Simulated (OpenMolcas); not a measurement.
# Ru³⁺ with 4 ligands (oxide): CASSCF and CASPT2 levels and susceptibility, part 2 of 2

Aim: the ligand-field states of Ru³⁺ in this surrounding, its lowest levels with spin-orbit coupling and its magnetic susceptibility.

OpenMolcas 26.06; ANO-RCC-VDZP, DKH2, active space 5 electrons in 5 orbitals (4d), orbitals: per spin and parity. Surroundings: 4 ligands (oxide) in tetrahedron coordination (Td) at 1.86 Å. A charge of +1.25 e stands 2.8 Å behind each ligand. Ligand basis ANO-RCC-VDZP. Earlier steps stand in the parts before.

## (7) CASPT2: IPEA 0.25, imaginary shift 0.1 (closed shells correlated: 4s 4p of the metal, with ligand shells; the Frozen line counts the rest)

a.inp

```
>>> COPY JOB001 $Project.JobIph
&CASPT2
Multistate=1 1
Frozen=18
IPEA=0.25
Imaginary=0.1
MaxIter=60
WThr=0.0 0.3 0.05
PrWF=0.5
NoMix
>>> COPY JOB002 $Project.JobIph
&CASPT2
Multistate=24 1 2 3 4 5 6 7 8 9 10 11 12 13 14 15 16 17 18 19 20 21 22
23 24
NoMult
Frozen=18
IPEA=0.25
Imaginary=0.1
MaxIter=60
WThr=0.0 0.3 0.05
PrWF=0.5
NoMix
>>> COPY JOB003 $Project.JobIph
&CASPT2
Multistate=75 1 2 3 4 5 6 7 8 9 10 11 12 13 14 15 16 17 18 19 20 21 22
23 24 25 26 27 28 29 30 31 32 33 34 35 36 37 38 39 40 41 42 43 44 45 46
47 48 49 50 51 52 53 54 55 56 57 58 59 60 61 62 63 64 65 66 67 68 69 70
71 72 73 74 75
NoMult
Frozen=18
IPEA=0.25
Imaginary=0.1
MaxIter=60
WThr=0.0 0.3 0.05
PrWF=0.5
NoMix
```

The log of the run:

```text
Orbital specifications:
      -----------------------

      Symmetry species                           1
                                                 a
      Frozen orbitals                           18
      Inactive orbitals                         20
      Active orbitals                            5
      Secondary orbitals                        56
      Deleted orbitals                           0
      Number of basis functions                 99
Type of calculation                        SS-CASPT2
      Fock operator                              state-specific
      IPEA shift                                 0.25
      Real shift                                 0.00
      Imaginary shift                            0.10
      The input orbitals will be transformed to quasi-canonical
Reference energy:       -4828.2110576409
      E2 (Non-variational):      -1.3141773999
      Shift correction:          -0.0017951644
      E2 (Variational):          -1.3159725642
      Total energy:           -4829.5270302052
      Residual norm:              0.0000007163
      Reference weight:           0.69841
      Contributions to the CASPT2 correlation energy
      Active & Virtual Only:         -0.0480923092
      One Inactive Excited:          -0.2497227291
      Two Inactive Excited:          -1.0163623616
::    CASPT2 Root  1     Total energy:  -4829.52703021
Orbital specifications:
      -----------------------

      Symmetry species                           1
                                                 a
      Frozen orbitals                           18
      Inactive orbitals                         20
      Active orbitals                            5
      Secondary orbitals                        56
      Deleted orbitals                           0
      Number of basis functions                 99
Type of calculation                        SS-CASPT2
      Fock operator                              state-specific
      IPEA shift                                 0.25
      Real shift                                 0.00
      Imaginary shift                            0.10
      The input orbitals will be transformed to quasi-canonical
Reference energy:       -4828.1512797510
      E2 (Non-variational):      -1.3401924874
      Shift correction:          -0.0018915895
      E2 (Variational):          -1.3420840769
      Total energy:           -4829.4933638279
      Residual norm:              0.0000004875
      Reference weight:           0.69283
      Contributions to the CASPT2 correlation energy
      Active & Virtual Only:         -0.0533929464
      One Inactive Excited:          -0.2597702440
      Two Inactive Excited:          -1.0270292970
Reference energy:       -4828.1512797509
      E2 (Non-variational):      -1.3400777482
      Shift correction:          -0.0018888686
      E2 (Variational):          -1.3419666168
      Total energy:           -4829.4932463677
      Residual norm:              0.0000004579
      Reference weight:           0.69291
      Contributions to the CASPT2 correlation energy
      Active & Virtual Only:         -0.0533625008
      One Inactive Excited:          -0.2597226335
      Two Inactive Excited:          -1.0269926140
::    CASPT2 Root  1     Total energy:  -4829.49336383
::    CASPT2 Root  2     Total energy:  -4829.49324637
::    CASPT2 Root  3     Total energy:  -4829.49220423
::    CASPT2 Root  4     Total energy:  -4829.48003067
::    CASPT2 Root  5     Total energy:  -4829.48040439
::    CASPT2 Root  6     Total energy:  -4829.47988257
::    CASPT2 Root  7     Total energy:  -4829.45841350
::    CASPT2 Root  8     Total energy:  -4829.45917828
::    CASPT2 Root  9     Total energy:  -4829.45923230
::    CASPT2 Root 10     Total energy:  -4829.46113991
::    CASPT2 Root 11     Total energy:  -4829.46040813
::    CASPT2 Root 12     Total energy:  -4829.46080900
::    CASPT2 Root 13     Total energy:  -4829.44381358
::    CASPT2 Root 14     Total energy:  -4829.44378702
::    CASPT2 Root 15     Total energy:  -4829.42917334
::    CASPT2 Root 16     Total energy:  -4829.42891701
::    CASPT2 Root 17     Total energy:  -4829.42876310
::    CASPT2 Root 18     Total energy:  -4829.40575981
::    CASPT2 Root 19     Total energy:  -4829.39651060
::    CASPT2 Root 20     Total energy:  -4829.39575410
::    CASPT2 Root 21     Total energy:  -4829.39515264
::    CASPT2 Root 22     Total energy:  -4829.37679890
::    CASPT2 Root 23     Total energy:  -4829.37606187
::    CASPT2 Root 24     Total energy:  -4829.37710182
Orbital specifications:
      -----------------------

      Symmetry species                           1
                                                 a
      Frozen orbitals                           18
      Inactive orbitals                         20
      Active orbitals                            5
      Secondary orbitals                        56
      Deleted orbitals                           0
      Number of basis functions                 99
Type of calculation                        SS-CASPT2
      Fock operator                              state-specific
      IPEA shift                                 0.25
      Real shift                                 0.00
      Imaginary shift                            0.10
      The input orbitals will be transformed to quasi-canonical
Reference energy:       -4828.1421084059
      E2 (Non-variational):      -1.3443819200
      Shift correction:          -0.0018266114
      E2 (Variational):          -1.3462085314
      Total energy:           -4829.4883169373
      Residual norm:              0.0000003086
      Reference weight:           0.69489
      Contributions to the CASPT2 correlation energy
      Active & Virtual Only:         -0.0532446542
      One Inactive Excited:          -0.2640364854
      Two Inactive Excited:          -1.0271007804
Reference energy:       -4828.1421084058
      E2 (Non-variational):      -1.3441272846
      Shift correction:          -0.0018238232
      E2 (Variational):          -1.3459511077
      Total energy:           -4829.4880595136
      Residual norm:              0.0000002651
      Reference weight:           0.69501
      Contributions to the CASPT2 correlation energy
      Active & Virtual Only:         -0.0531931897
      One Inactive Excited:          -0.2639121740
      Two Inactive Excited:          -1.0270219209
::    CASPT2 Root  1     Total energy:  -4829.48831694
::    CASPT2 Root  2     Total energy:  -4829.48805951
::    CASPT2 Root  3     Total energy:  -4829.48809807
::    CASPT2 Root  4     Total energy:  -4829.46889904
::    CASPT2 Root  5     Total energy:  -4829.45839578
::    CASPT2 Root  6     Total energy:  -4829.45836135
::    CASPT2 Root  7     Total energy:  -4829.45800855
::    CASPT2 Root  8     Total energy:  -4829.45801266
::    CASPT2 Root  9     Total energy:  -4829.45776018
::    CASPT2 Root 10     Total energy:  -4829.45648326
::    CASPT2 Root 11     Total energy:  -4829.45713826
::    CASPT2 Root 12     Total energy:  -4829.45709489
::    CASPT2 Root 13     Total energy:  -4829.43966724
::    CASPT2 Root 14     Total energy:  -4829.43948973
::    CASPT2 Root 15     Total energy:  -4829.43940261
::    CASPT2 Root 16     Total energy:  -4829.43390051
::    CASPT2 Root 17     Total energy:  -4829.43266670
::    CASPT2 Root 18     Total energy:  -4829.43277505
::    CASPT2 Root 19     Total energy:  -4829.43289035
::    CASPT2 Root 20     Total energy:  -4829.43110808
::    CASPT2 Root 21     Total energy:  -4829.43133839
::    CASPT2 Root 22     Total energy:  -4829.42818916
::    CASPT2 Root 23     Total energy:  -4829.42819866
::    CASPT2 Root 24     Total energy:  -4829.42809423
::    CASPT2 Root 25     Total energy:  -4829.42633693
::    CASPT2 Root 26     Total energy:  -4829.40999176
::    CASPT2 Root 27     Total energy:  -4829.41021260
::    CASPT2 Root 28     Total energy:  -4829.41039365
::    CASPT2 Root 29     Total energy:  -4829.41504596
::    CASPT2 Root 30     Total energy:  -4829.41505187
```

Time for this run: 3.5 min (1 thread of Arm Neoverse V2, shared host).

SS-CASPT2: lowest energy less the reference's lowest, -1.3160 hartree; reference weights 0.668 to 0.698.

States without spin-orbit coupling:

```tsv
state	degeneracy	E (cm-1)
6A1	1	0
4T1	3	7482
2T2	3	8531
4T2	3	10299
2A2	1	12758
4T2	3	14539
4E	2	14886
4A1	1	15060
2T1	3	15094
2E	2	15175
doublet	3	15391
4E	2	18267
doublet	3	19206
2A1	1	20440
doublet	3	20686
2E	2	21027
4T1	3	21526
2T2	3	21699
2A1	1	22100
doublet	3	24571
2E	2	25545
2T1	3	25641
doublet	3	26087
4A2	1	26616
```

With spin-orbit coupling:

```json
{"E (cm-1)": "0", "Degeneracy": "2", "Label": "Γ7", "2S+1": "6", "g": "3.30 3.30 3.30"}
{"E (cm-1)": "4", "Degeneracy": "4", "Label": "Γ8", "2S+1": "6", "g": ""}
{"E (cm-1)": "6730", "Degeneracy": "4", "Label": "Γ8", "2S+1": "4", "g": ""}
{"E (cm-1)": "6990", "Degeneracy": "2", "Label": "Γ7", "2S+1": "4", "g": "2.11 2.11 2.11"}
{"E (cm-1)": "7590", "Degeneracy": "2", "Label": "Γ6", "2S+1": "4", "g": "3.04 3.04 3.04"}
{"E (cm-1)": "7650", "Degeneracy": "4", "Label": "Γ8", "2S+1": "4", "g": ""}
{"E (cm-1)": "9120", "Degeneracy": "4", "Label": "Γ8", "2S+1": "4", "g": ""}
{"E (cm-1)": "10190", "Degeneracy": "2", "Label": "Γ7", "2S+1": "2", "g": "1.39 1.39 1.39"}
{"E (cm-1)": "10310", "Degeneracy": "2", "Label": "Γ6", "2S+1": "4", "g": "2.50 2.50 2.50"}
{"E (cm-1)": "10330", "Degeneracy": "4", "Label": "Γ8", "2S+1": "4", "g": ""}
{"E (cm-1)": "10570", "Degeneracy": "2", "Label": "Γ7", "2S+1": "4", "g": "2.37 2.37 2.37"}
{"E (cm-1)": "10730", "Degeneracy": "4", "Label": "Γ8", "2S+1": "4", "g": ""}
{"E (cm-1)": "12630", "Degeneracy": "2", "Label": "Γ7", "2S+1": "2", "g": "1.87 1.87 1.87"}
{"E (cm-1)": "14250", "Degeneracy": "2", "Label": "Γ6", "2S+1": "2", "g": "1.44 1.44 1.44"}
{"E (cm-1)": "14260", "Degeneracy": "4", "Label": "Γ8", "2S+1": "4", "g": ""}
{"E (cm-1)": "14360", "Degeneracy": "2", "Label": "Γ7", "2S+1": "4", "g": "1.32 1.32 1.32"}
{"E (cm-1)": "14470", "Degeneracy": "4", "Label": "Γ8", "2S+1": "4", "g": ""}
{"E (cm-1)": "14610", "Degeneracy": "4", "Label": "Γ8", "2S+1": "4", "g": ""}
{"E (cm-1)": "14850", "Degeneracy": "4", "Label": "Γ8", "2S+1": "4", "g": ""}
{"E (cm-1)": "14900", "Degeneracy": "2", "Label": "Γ7", "2S+1": "4", "g": "2.52 2.52 2.52"}
{"E (cm-1)": "15050", "Degeneracy": "2", "Label": "Γ6", "2S+1": "4", "g": "1.72 1.72 1.72"}
{"E (cm-1)": "15810", "Degeneracy": "2", "Label": "Γ6", "2S+1": "4", "g": "1.57 1.57 1.57"}
{"E (cm-1)": "15850", "Degeneracy": "4", "Label": "Γ8", "2S+1": "2", "g": ""}
{"E (cm-1)": "15980", "Degeneracy": "4", "Label": "Γ8", "2S+1": "2", "g": ""}
```

Powder χT (cm³ K/mol): 3.27 at 2 K, 4.08 at 5 K, 4.24 at 10 K, 4.28 at 20 K, 4.29 at 50 K, 4.29 at 100 K, 4.29 at 150 K, 4.29 at 200 K, 4.29 at 250 K, 4.29 at 300 K.

A ligand-field fit to the states below 45000 cm-1 gives 10Dq = -9568 cm-1, B = 478 cm-1 and C = 2032 cm-1 (C/B = 4.25), with a deviation of 882 cm-1.

## (8) The methods side by side

A. CASSCF
B. SS-CASPT2, IPEA 0.25, imaginary shift 0.1 (closed shells correlated: 4s 4p of the metal, with ligand shells; the Frozen line counts the rest)

```tsv
method	ground state	first gap with spin-orbit (cm-1)	χT at 300 K
A	6A1	0.9	4.35
B	6A1	3.6	4.29
```

## (9) Outcome

This closing draws on all 2 parts.

| quantity | value |
| --- | --- |
| method | SS-CASPT2, IPEA 0.25, imaginary shift 0.1 (closed shells correlated: 4s 4p of the metal, with ligand shells; the Frozen line counts the rest) |
| spin-free ground state | 6A1, 1-fold in its orbital part |
| lowest level | 2-fold Γ7, g = 3.30, 3.30, 3.30 |
| next level | 3.6 cm⁻¹ |
| χT at 300 K | 4.29 cm³ K/mol |
| effective moment at 300 K | 5.86 μB |

Cost by method:

```tsv
method	time of its own steps	time with the reference
A. CASSCF	43 s	43 s
B. SS-CASPT2, IPEA 0.25, imaginary shift 0.1, +4s 4p	3.5 min	4.2 min
```

Times are of one thread on a shared host.

In words: The spin-free ground state (6A1) is 1-fold and keeps the highest spin of the shell. χT at 300 K is 4.29, against 4.39 cm³ K/mol for the spin alone; near agreement at one temperature doesn't show that the orbital moment is quenched. An active space of the d shell alone favours high spin; real ions in strong fields can be low spin. A ligand-field fit to the states below 45000 cm-1 gives 10Dq = -9568 cm-1, B = 478 cm-1 and C = 2032 cm-1 (C/B = 4.25), with a deviation of 882 cm-1. CASPT2 does not keep the components of a term degenerate, and the means are used. Bare point charges leave oxide and sulfide ligands too diffuse, so the field comes out too small.
